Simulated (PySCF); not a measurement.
# C2H3FNSi− (SMILES C#C[Si-](N)F) at HF/def2-QZVP (density fitting with cc-pvdz-jkfit)

Aim: the solvation energy at fixed shape (SMD, chloroform) of C2H3FNSi− at HF/def2-QZVP (density fitting with cc-pvdz-jkfit), from 2 runs. The job is set up through a Python script.

Program for the calculation: PySCF 2.14.0.

### Step 1. The structure to begin with

C2H3FNSi− has 8 atoms, charge -1, and is taken as a singlet. SMILES: `C#C[Si-](N)F`. The coordinates come from a GFN2-xTB relaxation. This is one conformer, not always the lowest.

Bond lengths: C1–C2 1.208 Å, C2–Si3 1.885 Å, Si3–N4 1.784 Å, Si3–F5 1.760 Å, C1–H6 1.061 Å, N4–H7 1.013 Å, N4–H8 1.018 Å. Angles: C1–C2–Si3 159.5°, C2–Si3–N4 99.4°, C2–Si3–F5 96.1°, N4–Si3–F5 100.2°, C2–C1–H6 176.1°, Si3–N4–H7 113.0°, Si3–N4–H8 116.1°, H7–N4–H8 107.3°.

### Step 2. A single-point energy at HF/def2-QZVP (density fitting with cc-pvdz-jkfit)

Input file calc.py:

```python
from pyscf import gto

system = gto.M(
    atom='''
C    0.021430   1.829390   1.459080
C    0.179790   0.917910   0.681880
Si   0.937090  -0.615300  -0.110320
N   -0.555550  -1.519090  -0.481310
F    1.254150   0.121350  -1.676820
H   -0.177160   2.648170   2.104380
H   -0.382730  -2.376070  -0.992260
H   -1.277010  -1.006350  -0.984630
''',
    charge=-1,
    max_memory=1860,
    basis='def2-qzvp',
    verbose=4,
    symmetry=True,
)

calc0 = system.RHF()
calc0 = calc0.density_fit(auxbasis='cc-pvdz-jkfit')
calc0.kernel()

etot = calc0.e_tot
print(f'total energy: {etot:.8f} hartree')
calc0.analyze()
```

Run with:

```console
OMP_NUM_THREADS=1 python calc.py
```

What it wrote:

```text
PySCF version 2.14.0

[INPUT] num. atoms = 8
[INPUT] num. electrons = 46
[INPUT] charge = -1
[INPUT] spin (= nelec alpha-beta = 2S) = 0
[INPUT] symmetry True subgroup None
[INPUT] Mole.unit = angstrom
[INPUT] Symbol           X                Y                Z      unit          X                Y                Z       unit  Magmom
[INPUT]  1 C      0.021430000000   1.829390000000   1.459080000000 AA    0.040496830849   3.457046075018   2.757261593830 Bohr   0.0
[INPUT]  2 C      0.179790000000   0.917910000000   0.681880000000 AA    0.339753859936   1.734598507000   1.288566449818 Bohr   0.0
[INPUT]  3 Si     0.937090000000  -0.615300000000  -0.110320000000 AA    1.770843454069  -1.162748484445  -0.208474586062 Bohr   0.0
[INPUT]  4 N     -0.555550000000  -1.519090000000  -0.481310000000 AA   -1.049837348502  -2.870664058566  -0.909544081014 Bohr   0.0
[INPUT]  5 F      1.254150000000   0.121350000000  -1.676820000000 AA    2.370000019123   0.229318265216  -3.168730560193 Bohr   0.0
[INPUT]  6 H     -0.177160000000   2.648170000000   2.104380000000 AA   -0.334783880228   5.004316031289   3.976701862012 Bohr   0.0
[INPUT]  7 H     -0.382730000000  -2.376070000000  -0.992260000000 AA   -0.723254879655  -4.490121552795  -1.875099644361 Bohr   0.0
[INPUT]  8 H     -1.277010000000  -1.006350000000  -0.984630000000 AA   -2.413199158331  -1.901725885456  -1.860681034030 Bohr   0.0

nuclear repulsion = 193.457142840798
point group symmetry = C1
symmetry origin: [0. 0. 0.]
symmetry axis x: [1. 0. 0.]
symmetry axis y: [0. 1. 0.]
symmetry axis z: [0. 0. 1.]
num. orbitals of irrep A = 388
number of shells = 120
number of NR pGTOs = 512
number of NR cGTOs = 388
basis = def2-qzvp
ecp = {}

******** <class 'pyscf.df.df_jk.DFRHF'> ********
method = DFRHF
initial guess = minao
damping factor = 0
level_shift factor = 0
DIIS = <class 'pyscf.scf.diis.CDIIS'>
diis_start_cycle = 1
diis_space = 8
diis_damp = 0
SCF conv_tol = 1e-09
SCF conv_tol_grad = None
SCF max_cycles = 50
direct_scf = False
Set gradient conv threshold to 3.16228e-05
Initial guess from minao.
******** <class 'pyscf.df.df.DF'> ********
auxbasis = cc-pvdz-jkfit
init E= -520.616000377983
  HOMO = -0.181346255496209  LUMO = 0.0349782216684959  gap/eV = 5.88649
cycle= 1 E= -520.342934365398  delta_E= 0.273  |g|= 0.642  |ddm|= 2.17
  HOMO = -0.0563745580228812  LUMO = 0.222578456525953  gap/eV = 7.59070
cycle= 2 E= -520.418197063443  delta_E= -0.0753  |g|= 0.441  |ddm|= 1.21
  HOMO = -0.0860190171289759  LUMO = 0.233520639876275  gap/eV = 8.69512
cycle= 3 E= -520.447835831373  delta_E= -0.0296  |g|= 0.0599  |ddm|= 0.318
  HOMO = -0.0931854656524536  LUMO = 0.233888115738347  gap/eV = 8.90013
cycle= 4 E= -520.449679290415  delta_E= -0.00184  |g|= 0.0208  |ddm|= 0.189
  HOMO = -0.0934309896535126  LUMO = 0.234690024950374  gap/eV = 8.92863
cycle= 5 E= -520.449840941908  delta_E= -0.000162  |g|= 0.00791  |ddm|= 0.0578
  HOMO = -0.0926442387187763  LUMO = 0.234192611396651  gap/eV = 8.89368
cycle= 6 E= -520.449869487514  delta_E= -2.85e-05  |g|= 0.00272  |ddm|= 0.0304
  HOMO = -0.0928571099275644  LUMO = 0.234166484043715  gap/eV = 8.89877
cycle= 7 E= -520.449873572605  delta_E= -4.09e-06  |g|= 0.00099  |ddm|= 0.0121
  HOMO = -0.0928082314339207  LUMO = 0.234154721646817  gap/eV = 8.89712
cycle= 8 E= -520.449874283579  delta_E= -7.11e-07  |g|= 0.000396  |ddm|= 0.00594
  HOMO = -0.0927976739722283  LUMO = 0.234156357710634  gap/eV = 8.89687
cycle= 9 E= -520.449874444904  delta_E= -1.61e-07  |g|= 0.000188  |ddm|= 0.00257
  HOMO = -0.0927929479790777  LUMO = 0.234149196978764  gap/eV = 8.89655
cycle= 10 E= -520.449874493876  delta_E= -4.9e-08  |g|= 9.14e-05  |ddm|= 0.00106
  HOMO = -0.0927907845212559  LUMO = 0.234148169476294  gap/eV = 8.89646
cycle= 11 E= -520.449874508695  delta_E= -1.48e-08  |g|= 3.83e-05  |ddm|= 0.000349
  HOMO = -0.0927879176966826  LUMO = 0.234147269736655  gap/eV = 8.89636
cycle= 12 E= -520.449874510956  delta_E= -2.26e-09  |g|= 1.73e-05  |ddm|= 9.74e-05
  HOMO = -0.0927883967930967  LUMO = 0.234147194202613  gap/eV = 8.89637
cycle= 13 E= -520.449874511344  delta_E= -3.88e-10  |g|= 5.01e-06  |ddm|= 0.000121
  HOMO = -0.0927888336945983  LUMO = 0.234147412120356  gap/eV = 8.89639
Extra cycle  E= -520.449874511358  delta_E= -1.4e-11  |g|= 2.76e-06  |ddm|= 1.37e-05
converged SCF energy = -520.449874511358
total energy: -520.44987451 hartree
**** SCF Summaries ****
[... 1 line left out ...]
Nuclear Repulsion Energy =             193.457142840797701
[... 8 lines left out ...]
MO #3   energy= -15.351394256387   occ= 2
[... 6 lines left out ...]
MO #10  energy= -1.31653655416881  occ= 2
[... 6 lines left out ...]
MO #17  energy= -0.414254134064874 occ= 2
[... 6 lines left out ...]
MO #24  energy= 0.234147412120356  occ= 0
[... 6 lines left out ...]
MO #31  energy= 0.322780737971057  occ= 0
[... 6 lines left out ...]
MO #38  energy= 0.479830748114691  occ= 0
[... 6 lines left out ...]
MO #45  energy= 0.595140355234529  occ= 0
[... 6 lines left out ...]
MO #52  energy= 0.691917214485747  occ= 0
[... 6 lines left out ...]
MO #59  energy= 0.81893899069029   occ= 0
[... 6 lines left out ...]
MO #66  energy= 0.984049311078689  occ= 0
[... 6 lines left out ...]
MO #73  energy= 1.10071299613925   occ= 0
[... 6 lines left out ...]
MO #80  energy= 1.20347818827091   occ= 0
[... 6 lines left out ...]
MO #87  energy= 1.30907145610185   occ= 0
[... 6 lines left out ...]
MO #94  energy= 1.45931996975032   occ= 0
[... 6 lines left out ...]
MO #101 energy= 1.62456712275882   occ= 0
[... 6 lines left out ...]
MO #108 energy= 1.844686349365     occ= 0
[... 6 lines left out ...]
MO #115 energy= 2.10271509627296   occ= 0
[... 6 lines left out ...]
MO #122 energy= 2.21761669473168   occ= 0
[... 6 lines left out ...]
MO #129 energy= 2.33150282005892   occ= 0
[... 6 lines left out ...]
MO #136 energy= 2.4800868213124    occ= 0
[... 6 lines left out ...]
MO #143 energy= 2.59462066166444   occ= 0
[... 6 lines left out ...]
MO #150 energy= 2.7325795605055    occ= 0
[... 6 lines left out ...]
MO #157 energy= 2.8550141825277    occ= 0
[... 6 lines left out ...]
MO #164 energy= 3.01835221691997   occ= 0
[... 6 lines left out ...]
MO #171 energy= 3.16873667801147   occ= 0
[... 6 lines left out ...]
MO #178 energy= 3.31844285961625   occ= 0
[... 6 lines left out ...]
MO #185 energy= 3.52256347241807   occ= 0
[... 6 lines left out ...]
MO #192 energy= 3.82218840453908   occ= 0
[... 6 lines left out ...]
MO #199 energy= 4.21736401823146   occ= 0
[... 6 lines left out ...]
MO #206 energy= 4.63608662621808   occ= 0
[... 6 lines left out ...]
MO #213 energy= 4.95989720231038   occ= 0
[... 6 lines left out ...]
MO #220 energy= 5.19020029351763   occ= 0
[... 6 lines left out ...]
MO #227 energy= 5.55584958435382   occ= 0
[... 6 lines left out ...]
MO #234 energy= 5.87536123249662   occ= 0
[... 6 lines left out ...]
MO #241 energy= 6.12928285286976   occ= 0
[... 6 lines left out ...]
MO #248 energy= 6.32219528967255   occ= 0
[... 6 lines left out ...]
MO #255 energy= 6.4951932100161    occ= 0
[... 6 lines left out ...]
MO #262 energy= 6.66083284913677   occ= 0
[... 6 lines left out ...]
MO #269 energy= 6.84924152599868   occ= 0
[... 6 lines left out ...]
MO #276 energy= 7.26171224331595   occ= 0
[... 6 lines left out ...]
MO #283 energy= 7.57517166716904   occ= 0
[... 6 lines left out ...]
MO #290 energy= 7.77113509489843   occ= 0
[... 6 lines left out ...]
MO #297 energy= 8.10148844734732   occ= 0
[... 6 lines left out ...]
MO #304 energy= 8.34482163992182   occ= 0
[... 6 lines left out ...]
MO #311 energy= 8.68001159141894   occ= 0
[... 6 lines left out ...]
MO #318 energy= 9.00593629770056   occ= 0
[... 6 lines left out ...]
MO #325 energy= 9.47112271095296   occ= 0
[... 6 lines left out ...]
MO #332 energy= 10.1711010766469   occ= 0
[... 6 lines left out ...]
MO #339 energy= 11.0319823247629   occ= 0
[... 6 lines left out ...]
MO #346 energy= 12.2253790203857   occ= 0
[... 6 lines left out ...]
MO #353 energy= 12.314474230031    occ= 0
[... 6 lines left out ...]
MO #360 energy= 13.275555708101    occ= 0
[... 6 lines left out ...]
MO #367 energy= 15.631902152759    occ= 0
[... 6 lines left out ...]
MO #374 energy= 16.9256862155067   occ= 0
[... 6 lines left out ...]
MO #381 energy= 39.2928346864963   occ= 0
[... 6 lines left out ...]
MO #388 energy= 320.141031893502   occ= 0
[... 204 lines left out ...]
pop of  3 N 5pz           0.00020
pop of  3 N 3dxy          0.00151
pop of  3 N 3dyz          0.00211
pop of  3 N 3dz^2         0.00131
pop of  3 N 3dxz          0.00171
pop of  3 N 3dx2-y2       0.00037
pop of  3 N 4dxy          0.00030
pop of  3 N 4dyz          0.00016
pop of  3 N 4dz^2         0.00014
pop of  3 N 4dxz          0.00025
pop of  3 N 4dx2-y2       0.00055
pop of  3 N 5dxy          0.00010
pop of  3 N 5dyz          0.00008
pop of  3 N 5dz^2         0.00003
pop of  3 N 5dxz          0.00006
pop of  3 N 5dx2-y2       0.00009
pop of  3 N 4f-3          0.00100
pop of  3 N 4f-2          0.00118
pop of  3 N 4f-1          0.00027
pop of  3 N 4f+0          0.00046
pop of  3 N 4f+1          0.00047
pop of  3 N 4f+2          0.00033
pop of  3 N 4f+3          0.00009
pop of  3 N 5f-3          0.00013
pop of  3 N 5f-2          0.00013
pop of  3 N 5f-1          0.00003
pop of  3 N 5f+0          0.00002
pop of  3 N 5f+1          0.00005
pop of  3 N 5f+2          0.00003
pop of  3 N 5f+3          0.00006
pop of  3 N 5g-4          0.00008
pop of  3 N 5g-3          0.00012
pop of  3 N 5g-2          0.00010
pop of  3 N 5g-1          0.00002
pop of  3 N 5g+0          0.00004
pop of  3 N 5g+1          0.00002
pop of  3 N 5g+2          0.00002
pop of  3 N 5g+3          0.00002
pop of  3 N 5g+4          0.00006
pop of  4 F 1s            1.99999
pop of  4 F 2s            1.88237
pop of  4 F 3s            0.00258
pop of  4 F 4s            0.00052
pop of  4 F 5s            0.00011
pop of  4 F 6s            0.00017
pop of  4 F 7s            0.00007
pop of  4 F 2px           1.96493
pop of  4 F 2py           1.93731
pop of  4 F 2pz           1.84450
pop of  4 F 3px           0.00433
pop of  4 F 3py           0.00307
pop of  4 F 3pz           0.00292
pop of  4 F 4px           0.00151
pop of  4 F 4py           0.00180
pop of  4 F 4pz           0.00287
pop of  4 F 5px           0.00038
pop of  4 F 5py           0.00026
pop of  4 F 5pz           0.00035
pop of  4 F 3dxy          0.00025
pop of  4 F 3dyz          0.00156
pop of  4 F 3dz^2         0.00197
pop of  4 F 3dxz          0.00090
pop of  4 F 3dx2-y2       0.00025
pop of  4 F 4dxy          0.00013
pop of  4 F 4dyz          0.00051
pop of  4 F 4dz^2         0.00069
pop of  4 F 4dxz          0.00038
pop of  4 F 4dx2-y2       0.00012
pop of  4 F 5dxy          0.00001
pop of  4 F 5dyz          0.00001
pop of  4 F 5dz^2         0.00002
pop of  4 F 5dxz          0.00002
pop of  4 F 5dx2-y2       0.00001
pop of  4 F 4f-3          0.00001
pop of  4 F 4f-2          0.00004
pop of  4 F 4f-1          0.00017
pop of  4 F 4f+0          0.00011
pop of  4 F 4f+1          0.00007
pop of  4 F 4f+2          0.00005
pop of  4 F 4f+3          0.00000
pop of  4 F 5f-3          0.00000
pop of  4 F 5f-2          0.00001
pop of  4 F 5f-1          0.00005
pop of  4 F 5f+0          0.00003
pop of  4 F 5f+1          0.00002
pop of  4 F 5f+2          0.00002
pop of  4 F 5f+3          0.00000
pop of  4 F 5g-4          0.00000
pop of  4 F 5g-3          0.00000
pop of  4 F 5g-2          0.00000
pop of  4 F 5g-1          0.00000
pop of  4 F 5g+0          0.00000
pop of  4 F 5g+1          0.00000
pop of  4 F 5g+2          0.00000
pop of  4 F 5g+3          0.00000
pop of  4 F 5g+4          0.00000
pop of  5 H 1s            0.85160
pop of  5 H 2s            0.00603
pop of  5 H 3s            0.00273
pop of  5 H 4s            0.00007
pop of  5 H 2px           0.00040
pop of  5 H 2py           0.00086
pop of  5 H 2pz           0.00064
pop of  5 H 3px           0.00010
pop of  5 H 3py           0.00022
pop of  5 H 3pz           0.00016
pop of  5 H 4px           0.00001
pop of  5 H 4py           0.00002
pop of  5 H 4pz           0.00002
pop of  5 H 3dxy          0.00020
pop of  5 H 3dyz          0.00009
pop of  5 H 3dz^2         0.00023
pop of  5 H 3dxz          0.00012
pop of  5 H 3dx2-y2       0.00013
pop of  5 H 4dxy          0.00003
pop of  5 H 4dyz          0.00001
pop of  5 H 4dz^2         0.00004
pop of  5 H 4dxz          0.00002
pop of  5 H 4dx2-y2       0.00002
pop of  5 H 4f-3          0.00003
pop of  5 H 4f-2          0.00005
pop of  5 H 4f-1          0.00008
pop of  5 H 4f+0          0.00002
pop of  5 H 4f+1          0.00001
pop of  5 H 4f+2          0.00002
pop of  5 H 4f+3          0.00003
pop of  6 H 1s            0.79506
pop of  6 H 2s            0.00649
pop of  6 H 3s            0.00260
pop of  6 H 4s            0.00014
pop of  6 H 2px           0.00116
pop of  6 H 2py           0.00167
pop of  6 H 2pz           0.00316
pop of  6 H 3px           0.00022
pop of  6 H 3py           0.00040
pop of  6 H 3pz           0.00053
pop of  6 H 4px           0.00003
pop of  6 H 4py           0.00006
pop of  6 H 4pz           0.00010
pop of  6 H 3dxy          0.00003
pop of  6 H 3dyz          0.00009
pop of  6 H 3dz^2         0.00010
pop of  6 H 3dxz          0.00009
pop of  6 H 3dx2-y2       0.00004
pop of  6 H 4dxy          0.00001
pop of  6 H 4dyz          0.00004
pop of  6 H 4dz^2         0.00002
pop of  6 H 4dxz          0.00002
pop of  6 H 4dx2-y2       0.00002
pop of  6 H 4f-3          0.00005
pop of  6 H 4f-2          0.00006
pop of  6 H 4f-1          0.00013
pop of  6 H 4f+0          0.00001
pop of  6 H 4f+1          0.00002
pop of  6 H 4f+2          0.00001
pop of  6 H 4f+3          0.00001
pop of  7 H 1s            0.80752
pop of  7 H 2s            0.00889
pop of  7 H 3s            0.00238
pop of  7 H 4s            0.00013
pop of  7 H 2px           0.00193
pop of  7 H 2py           0.00070
pop of  7 H 2pz           0.00278
pop of  7 H 3px           0.00047
pop of  7 H 3py           0.00027
pop of  7 H 3pz           0.00049
pop of  7 H 4px           0.00005
pop of  7 H 4py           0.00003
pop of  7 H 4pz           0.00009
pop of  7 H 3dxy          0.00004
pop of  7 H 3dyz          0.00009
pop of  7 H 3dz^2         0.00011
pop of  7 H 3dxz          0.00009
pop of  7 H 3dx2-y2       0.00006
pop of  7 H 4dxy          0.00004
pop of  7 H 4dyz          0.00003
pop of  7 H 4dz^2         0.00002
pop of  7 H 4dxz          0.00003
pop of  7 H 4dx2-y2       0.00001
pop of  7 H 4f-3          0.00003
pop of  7 H 4f-2          0.00002
pop of  7 H 4f-1          0.00007
pop of  7 H 4f+0          0.00001
pop of  7 H 4f+1          0.00008
pop of  7 H 4f+2          0.00005
pop of  7 H 4f+3          0.00003
 ** Mulliken atomic charges  **
charge of    0C =     -0.30921
charge of    1C =     -0.26792
charge of    2Si =      0.51103
charge of    3N =     -0.77350
charge of    4F =     -0.65745
charge of    5H =      0.13598
charge of    6H =      0.18763
charge of    7H =      0.17344

WARN: System has nonzero charge -1; the dipole moment is origin-dependent.
Location of origin: [0. 0. 0.]

Dipole moment(X, Y, Z, Debye): -4.69776,  1.37762,  0.40548
```

Wall time 21 s (1 thread of Intel Xeon at 2.50GHz (Skylake/Cascade Lake), shared host); peak memory 0.65 GiB.

(Part 1 of 2 ends here.)
